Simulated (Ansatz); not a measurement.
# Ta3N (P-3m1) in Ansatz: settings compared, part 2 of 2

Ansatz 0.2.0. The steps go on from the part before.

## (3) Relaxation of cell and atoms, PBEsol+U

input.yaml reads:

```yaml
crystal:
  lattice:
    - [3.0322239879, 0.0, 0.0]
    - [-1.516111994, 2.6259830035, 0.0]
    - [0.0, 0.0, 7.524137]
  atoms:
    - { symbol: Ta, position: [0.6666666667, 0.3333333333, 0.82607] }
    - { symbol: Ta, position: [0.3333333333, 0.6666666667, 0.17393] }
    - { symbol: Ta, position: [0.0, 0.0, 0.5] }
    - { symbol: "N", position: [0.0, 0.0, 0.0] }
hamiltonian:
  xc: pbesol
  pseudopotentials: { kind: paw }
  hubbard: { sites: [{ species: Ta, l: d, u_eff: 1.0 }] }
kpoints:
  mp_grid: { grid: [10, 10, 4] }
scf:
  occupations: { method: fermi_dirac, width: 0.05 }
output:
  forces: true
  stress: true
  eigenvalues: true
relax:
  f_tol: 0.01
  max_steps: 40
  cell: { stress_tol: 0.05 }
```

Potentials or basis: Ansatz PAW.

The run is started by

```console
> ansatz run input.yaml --threads 2 --pin off --max-ram 5632MiB --backend cpu --events-out ev --progress --plain --runs-dir out
```

Log:

```text
Warning: RAYON_NUM_THREADS=2 ignored (pool sized by the plan → 2); use --threads N
Ta: projections on atomic orbitals take those of the free atom [Kr 4d10 4f14] 5s2 5p6 5d3 6s2, of charge +0.00 (hamiltonian.pseudopotentials.projection_atoms); the dataset's partial waves leave at most 6.0e-5 of an orbital's norm unspanned inside its sphere
N: projections on atomic orbitals take those of the free atom [He] 2s2 2p3, of charge +0.00 (hamiltonian.pseudopotentials.projection_atoms); the dataset's partial waves leave at most 9.3e-9 of an orbital's norm unspanned inside its sphere
Engine: ansatz 0.2.0, x86_64-unknown-linux-gnu
Pseudopotentials: kind: paw
Pseudopotential: Ta, paw, valence charge 13, recommended cutoff 420 eV (normal), Ta.paw.azcp
Pseudopotential: N, paw, valence charge 5, recommended cutoff 420 eV (normal), N.paw.azcp
Functional definition: PBEsol
  exchange = pbesol_x
  correlation = pbesol_c
Crystal: 4 atoms, lattice volume = 59.911 Å³
Basis set: ecut = 420 eV, 1189 PW (Γ), exchange–correlation on 48×48×108 points (8 copies of the dense FFT grid, shifted against one another)
Bands: 27, of which v1, the nominal top of the filled ones, is band 22 counted from 1 (21 counted from 0)
Symmetry: 12 space group operations
Space group: P-3m1 (ITA 164), of the structure as read, at distance tolerance 3.9e-5 Å
k-points: 50 of 400
Non-local potential: Ta, projectors of the file, l = 0: 3, l = 1: 2, l = 2: 2, l = 3: 1
Non-local potential: N, projectors of the file, l = 0: 2, l = 1: 2, l = 2: 1
PAW form: soft (Blöchl's): semilocal exchange-correlation on the pseudo side does not see the compensation charge
PAW frozen core: Ta, regenerated for the run's functional, and the local potential with it (the file was generated under x = pbe(κ = 0.804, μ = 0.2195149727645171), c = pbe(β = 0.06672455060314922))
PAW frozen core: N, regenerated for the run's functional, and the local potential with it (the file was generated under x = pbe(κ = 0.804, μ = 0.2195149727645171), c = pbe(β = 0.06672455060314922))
PAW one-centre angular grid: Ta, 590 points (default); XC on 64 Gauss nodes
PAW one-centre angular grid: N, 110 points (default); XC on 64 Gauss nodes
Initial density: superposition of atomic densities (chi_scale 0.1, normalization cell, long waves of neutral atoms under a Hubbard term (reshape's long-wave potential 1.01 eV rms, cloud 2.41 Å wide))
Initial wavefunctions: pseudopotential atomic-orbital guess
Functional: x = pbesol(κ = 0.804, μ = 0.12345679012345678), c = pbesol(β = 0.046)
SCF iter   1: F=—  HF=-29799.604781 eV  |F-HF|=—  |Δ(HF+E_count)|=         —  Δρ=8.27e-2  dr2=3.27e1  ethr=3.10e-3  ⟨swp⟩=5.7  Hψ=5622  notcnv=0
[... 115 lines left out ...]
  E_band       = -279.719679
  E_kinetic    = 1231.789789
  E_local      = -1861.100480  (includes V_loc(G=0)·N_el)
  E_nonlocal   = 96.365364
  E_hartree    = 653.082198
  E_xc         = -711.811256
  E_vxc        = -689.174032  (∫ρ·V_xc dr)
  E_hubbard    = 3.558829  (on-site DFT+U / exact-exchange correction)
  E_vhub       = 1.140829  (the Hubbard potential's part of the band-sum identity)
  E_paw        = -24940.183820  (= ΣΔE_a)
  E_vpaw       = -364.906149  (= ΣTr[D̂ρ^β])
  E_aug_tail   = 0.000541  (compensation charges beyond the density's cutoff)
  E_ewald      = -4268.962341
  E_core_change = 0.669038  (= ΣΔE_core)
  E_smearing   = -0.023915  (= −TS)
  E_closure    = 0.000000  (closes the sum)
  Σ components = -29796.616053   (vs F -29796.616053, Δ=0.00e0)
--- Forces (eV/Å), atoms counted from 1 ---
  atom   1  Ta     0.00000000     0.00000000     0.00020393
  atom   2  Ta    -0.00000000    -0.00000000    -0.00020393
  atom   3  Ta    -0.00000000     0.00000000     0.00000000
  atom   4  N     -0.00000000    -0.00000000     0.00000000
  max |Σ_I F_I| component: 4.63e-17 eV/Å
--- Stress (GPa, compression-positive) ---
        0.000116      -0.000000      -0.000000
       -0.000000       0.000116      -0.000000
        0.000000      -0.000000       0.000836
  P = ⅓ Tr σ = 0.0004 GPa (0.004 kbar)
--- Band table (eV; the first three rows and the last of 50) ---
  k-point 0: bands = ["-48.8860", "-48.8531", "-48.3135", "-15.8006", "-15.4662", "-15.0868", "-15.0868", "-15.0540", "-15.0540", "-14.6404", "-14.4478", "-14.4478", "2.1468", "10.6183", "12.4893", "13.7727", "13.7727", "15.7229", "17.9143", "18.8753", "18.8753", "18.9345", "19.6827", "19.6827", "20.3343", "21.3106", "21.3106"]
  k-point 1: bands = ["-48.8854", "-48.8539", "-48.3135", "-15.8552", "-15.3744", "-15.0883", "-15.0883", "-15.0524", "-15.0524", "-14.6785", "-14.4479", "-14.4479", "2.1571", "10.4591", "12.7502", "13.7696", "13.7696", "15.6696", "17.8652", "18.6062", "18.9683", "18.9683", "19.7984", "19.7984", "20.4835", "21.0052", "21.0052"]
  k-point 2: bands = ["-48.8846", "-48.8547", "-48.3135", "-15.8955", "-15.2897", "-15.0897", "-15.0897", "-15.0509", "-15.0509", "-14.7237", "-14.4480", "-14.4480", "2.1675", "10.3252", "13.0014", "13.7667", "13.7667", "15.5877", "18.0068", "18.1485", "19.0816", "19.0816", "19.9385", "19.9385", "20.5987", "20.7513", "20.7513"]
  k-point 49: bands = ["-48.8059", "-48.8023", "-48.2539", "-15.8278", "-15.7185", "-15.6358", "-15.5457", "-15.3485", "-15.3274", "-14.9647", "-14.8600", "-14.6658", "3.1354", "11.7077", "12.1617", "13.0252", "16.6178", "16.8333", "17.1567", "17.6789", "17.8050", "18.1132", "19.4494", "20.2186", "22.3702", "22.6190", "23.6563"]
Occupation matrices written to <dir>
--- Relaxed structure (7 steps of the walk, 6 accepted, 2 SCFs on fresh bases) ---
  F+E_penalty+E_count = -29796.61605286 eV   max|allowed force component| = 2.039e-4 eV/Å   (the final SCF, on the basis selected at the relaxed cell)
  cell:  # Å, volume = 58.2277 Å³
    - [2.9996136661886195, 2.8557049360206928e-11, -3.4229642077072617e-18]
    - [-1.4998068331190408, 2.597741636444041, 3.4229642076884542e-18]
    - [-8.493716739836031e-18, 4.903849646003057e-18, 7.4725461458328875]
  atoms:
    - { symbol: Ta, position: [0.6666666666666669, 0.33333333333333337, 0.8271394734358489] }
    - { symbol: Ta, position: [0.33333333333333337, 0.6666666666666667, 0.17286052656415107] }
    - { symbol: Ta, position: [-1.925929944387236e-34, -1.925929944387236e-34, 0.5] }
    - { symbol: N, position: [-1.903013140458452e-34, -1.8261314009372022e-34, -9.006034284110608e-22] }
```

Wall time 73 s (2 threads of Intel Xeon at 2.50GHz (Skylake/Cascade Lake), shared host); peak memory 0.48 GiB.

Results:

| Item | Value |
| --- | --- |
| Free energy | -29796.6161 eV |
| Relaxed volume | 14.56 Å³/atom |
| Relaxed cell | a = 3.000 Å, b = 3.000 Å, c = 7.473 Å, α = 90.00°, β = 90.00°, γ = 120.00° |
| Space group after relaxing (to 0.05 Å) | P-3m1 (No. 164) |
| Energy gained by relaxing | 10.7 meV/atom |
| Ionic steps | 8 |
| Pressure after relaxing | 0.0 GPa |
| Band gap on the k mesh | none (metal or under the smearing width) |

The path:
| step | energy change (eV) | largest force (eV/Å) | volume (Å³) |
| --- | --- | --- | --- |
| 1 | 0.0000 | 0.3588 | 59.91 |
| 2 | -0.0430 | 0.1486 | 58.37 |
| 3 | -0.0446 | 0.0429 | 58.21 |
| 4 | -0.0448 | 0.0008 | 58.24 |
| 5 | -0.0448 | 0.0003 | 58.24 |
| 6 | -0.0428 | 0.0002 | 58.24 |
| 7 | -0.0429 | 0.0001 | 58.23 |
| 8 | -0.0428 | 0.0002 | 58.23 |

Final structure:
```
Ta N
1.0
     2.99961    0.00000    0.00000
    -1.49981    2.59774    0.00000
     0.00000    0.00000    7.47255
Ta N
3 1
Direct
  0.66667 0.33333 0.82714
  0.33333 0.66667 0.17286
  0.00000 0.00000 0.50000
  0.00000 0.00000 0.00000
```

Levels at points of the mesh, in eV from the Fermi level:
```tsv
k point	band 20	band 21	band 22	band 23	band 24	band 25
(0.00, 0.00, 0.00)	-0.50	-0.50	-0.44	0.31	0.31	0.96
(0.00, 0.00, -0.50)	-1.23	-0.29	-0.29	0.56	0.56	1.22
(0.00, -0.50, 0.00)	-1.14	-0.58	0.21	0.79	0.92	3.63
(0.00, -0.50, -0.50)	-1.30	-1.28	0.18	0.96	1.35	2.56
```

Eigenvalues of the final occupation matrices:
```csv
site,spin,trace,eigenvalues
site 1,1,1.99,0.36 0.36 0.42 0.42 0.44
site 2,1,1.99,0.36 0.36 0.42 0.42 0.44
site 3,1,2.00,0.32 0.32 0.44 0.44 0.49
```

Caveat: the plane-wave basis is chosen anew once the cell has moved, so the energies of steps on either side of that aren't comparable; U without spin polarisation on a metal has little footing; the PAW data sets come from PBE, with cores solved anew for the run's functional, which leaves a small shift of forces and pressure. Spin-orbit coupling is left out, which matters for the levels of Ta.

## (4) Relaxation of cell and atoms, PBEsol+U

input.yaml: that of step 3 with these lines changed.

```diff
@@ -13,3 +13,3 @@
   pseudopotentials: { kind: paw }
-  hubbard: { sites: [{ species: Ta, l: d, u_eff: 1.0 }] }
+  hubbard: { sites: [{ species: Ta, l: d, u_eff: 2.0 }] }
 kpoints:
```

The run is started by

```console
> ansatz run input.yaml --threads 2 --pin off --max-ram 5632MiB --backend cpu --events-out ev --progress --plain --runs-dir out
```

Run time: 80 s. Hardware: 2 threads of Intel Xeon at 2.50GHz (Skylake/Cascade Lake), shared host; peak memory 0.47 GiB.

The run converged. Its results:

* Free energy: -29793.0628 eV
* Relaxed volume: 14.60 Å³/atom
* Relaxed cell: a = 3.000 Å, b = 3.000 Å, c = 7.492 Å, α = 90.00°, β = 90.00°, γ = 120.00°
* Space group after relaxing (to 0.05 Å): P-3m1 (No. 164)
* Energy gained by relaxing: 8.6 meV/atom
* Ionic steps: 8
* Pressure after relaxing: 0.0 GPa
* Band gap on the k mesh: none (metal or under the smearing width)

Step by step:
| step | energy change (eV) | largest force (eV/Å) | volume (Å³) |
| --- | --- | --- | --- |
| 1 | 0.0000 | 0.3259 | 59.91 |
| 2 | -0.0350 | 0.1241 | 58.51 |
| 3 | -0.0360 | 0.0377 | 58.40 |
| 4 | -0.0362 | 0.0030 | 58.42 |
| 5 | -0.0362 | 0.0002 | 58.42 |
| 6 | -0.0344 | 0.0001 | 58.42 |
| 7 | -0.0344 | 0.0001 | 58.41 |
| 8 | -0.0344 | 0.0000 | 58.41 |

Final structure:
```xyz
4
Lattice="3.0002 0.0000 0.0000 -1.5001 2.5983 0.0000 0.0000 0.0000 7.4922" Properties=species:S:1:pos:R:3 pbc="T T T"
Ta    1.5001    0.8661    6.1957
Ta    0.0000    1.7322    1.2965
Ta    0.0000    0.0000    3.7461
N     0.0000    0.0000    0.0000
```

Levels at points of the mesh, in eV from the Fermi level:
| k point | band 19 | band 20 | band 21 | band 22 | band 23 | band 24 | band 25 | band 26 |
| --- | --- | --- | --- | --- | --- | --- | --- | --- |
| (0.00, 0.00, 0.00) | -1.55 | -0.52 | -0.48 | -0.48 | 0.32 | 0.32 | 0.91 | 1.92 |
| (0.00, 0.00, -0.50) | -1.46 | -1.28 | -0.28 | -0.28 | 0.55 | 0.55 | 1.17 | 1.40 |
| (0.00, -0.50, 0.00) | -3.13 | -1.14 | -0.62 | 0.16 | 0.84 | 0.87 | 3.63 | 4.15 |
| (0.00, -0.50, -0.50) | -2.99 | -1.31 | -1.30 | 0.13 | 0.92 | 1.40 | 2.60 | 4.51 |

Eigenvalues of the final occupation matrices:
```csv
site,spin,trace,eigenvalues
site 1,1,1.98,0.35 0.35 0.42 0.42 0.44
site 2,1,1.98,0.35 0.35 0.42 0.42 0.44
site 3,1,2.00,0.31 0.31 0.44 0.44 0.50
```

Caveat: the plane-wave basis is chosen anew once the cell has moved, so the energies of steps on either side of that aren't comparable; U without spin polarisation on a metal has little footing; the PAW data sets come from PBE, with cores solved anew for the run's functional, which leaves a small shift of forces and pressure. The run has no spin-orbit coupling, so splittings on Ta are missing.

## (5) Relaxation of cell and atoms, PBEsol+U

input.yaml: that of step 4 with these lines changed.

```diff
@@ -13,3 +13,3 @@
   pseudopotentials: { kind: paw }
-  hubbard: { sites: [{ species: Ta, l: d, u_eff: 2.0 }] }
+  hubbard: { sites: [{ species: Ta, l: d, u_eff: 3.0 }] }
 kpoints:
@@ -22,2 +22,6 @@
   eigenvalues: true
+  write_density: true
+  write_potential: true
+  elf: true
+  volumetric_format: npy
 relax:
```

The run is started by

```console
> ansatz run input.yaml --threads 2 --pin off --max-ram 5632MiB --backend cpu --events-out ev --progress --plain --runs-dir out
```

Run time: 66 s. Hardware: 2 threads of Intel Xeon at 2.50GHz (Skylake/Cascade Lake), shared host; peak memory 0.48 GiB.

It converged, with:

```
Free energy                            : -29789.5222 eV
Relaxed volume                         : 14.65 Å³/atom
Relaxed cell                           : a = 3.001 Å, b = 3.001 Å, c = 7.514 Å, α = 90.00°, β = 90.00°, γ = 120.00°
Space group after relaxing (to 0.05 Å) : P-3m1 (No. 164)
Energy gained by relaxing              : 6.7 meV/atom
Ionic steps                            : 6
Pressure after relaxing                : 0.0 GPa
Band gap on the k mesh                 : none (metal or under the smearing width)
```

The path:
```tsv
step	energy change (eV)	largest force (eV/Å)	volume (Å³)
1	0.0000	0.2990	59.91
2	-0.0278	0.0932	58.67
3	-0.0284	0.0303	58.60
4	-0.0285	0.0040	58.61
5	-0.0285	0.0001	58.62
6	-0.0270	0.0000	58.62
```

Final structure:
```
Ta N
1.0
     3.00119    0.00000    0.00000
    -1.50060    2.59911    0.00000
     0.00000    0.00000    7.51442
Ta N
3 1
Direct
  0.66667 0.33333 0.82682
  0.33333 0.66667 0.17318
  0.00000 0.00000 0.50000
  0.00000 0.00000 0.00000
```

Levels at points of the mesh, in eV from the Fermi level:
```tsv
k point	band 19	band 20	band 21	band 22	band 23	band 24	band 25	band 26
(0.00, 0.00, 0.00)	-1.64	-0.62	-0.46	-0.46	0.35	0.35	0.86	1.90
(0.00, 0.00, -0.50)	-1.58	-1.33	-0.26	-0.26	0.54	0.54	1.11	1.44
(0.00, -0.50, 0.00)	-3.08	-1.14	-0.68	0.11	0.80	0.91	3.64	4.14
(0.00, -0.50, -0.50)	-2.98	-1.33	-1.33	0.08	0.86	1.46	2.65	4.49
```

Eigenvalues of the final occupation matrices:
```csv
site,spin,trace,eigenvalues
site 1,1,1.97,0.35 0.35 0.41 0.41 0.44
site 2,1,1.97,0.35 0.35 0.41 0.41 0.44
site 3,1,1.99,0.30 0.30 0.44 0.44 0.51
```

Caveat: the plane-wave basis is chosen anew once the cell has moved, so the energies of steps on either side of that aren't comparable; U without spin polarisation on a metal has little footing; the PAW data sets come from PBE, with cores solved anew for the run's functional, which leaves a small shift of forces and pressure.

## (6) Overview

| level | U | hubbard projectors | double counting | gap on the mesh (eV) | pressure (GPa) | relaxed volume (Å³/atom) |
| --- | --- | --- | --- | --- | --- | --- |
| PBEsol | - | - | - | none | 0.0 | 14.52 |
| PBEsol+U | Ta d U = 1 eV | ortho-atomic (the default) | fll (the default) | none | 0.0 | 14.56 |
| PBEsol+U | Ta d U = 2 eV | ortho-atomic (the default) | fll (the default) | none | 0.0 | 14.60 |
| PBEsol+U | Ta d U = 3 eV | ortho-atomic (the default) | fll (the default) | none | 0.0 | 14.65 |

Alike in all rows: task relaxation of cell and atoms; potentials or basis Ansatz PAW; no spin polarisation; cell relaxed; k mesh 10 × 10 × 4; cutoff (eV) 420; smearing fermi-dirac 0.05 eV.

Caveats: the plane-wave basis is chosen anew once the cell has moved, so the energies of steps on either side of that aren't comparable; the PAW data sets come from PBE, with cores solved anew for the run's functional, which leaves a small shift of forces and pressure; U without spin polarisation on a metal has little footing (some runs).

Absolute energies hang on the potentials; compare differences alone.
